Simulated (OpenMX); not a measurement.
Crystal: BiTe.

```
CELL_PARAMETERS angstrom
2.42271 1.39875 3.31729
-2.42271 1.39875 3.31729
0.00000 -2.79750 3.31729
ATOMIC_POSITIONS crystal
Bi 0.50000 0.50000 0.50000
Te 0.00000 0.00000 0.00000
```

The cell comes from a database or a generator and needn't be the stable form of this composition.

Base run:

- Program: OpenMX 3.8.5
- Functional: PBE
- Dispersion: D3(BJ)
- Potentials or basis: OpenMX 2013 PBE set, Bi8.0-s3p2d2f1, Te7.0-s3p2d2f1, grid cutoff 500 Ry
- k mesh: 5 × 5 × 5
- Occupations: fermi-dirac, width 0.05 eV
- Spin: no spin polarisation

Its results: band gap on the k mesh none (metal or under the smearing width); pressure -0.8 GPa.

Q: The run is repeated on the same cell with these changes: dispersion from D3(BJ) to D3. What comes out?

A: Band gap on the k mesh none (metal or under the smearing width); pressure 0.1 GPa.

Caveats: spin-orbit coupling is left out, which moves the levels of the heavy elements; the basis of atomic orbitals isn't converged, which shifts pressures, moduli and gaps; pairwise dispersion overbinds metals, which lowers pressure and volume.

Not every run made on this cell is shown here.
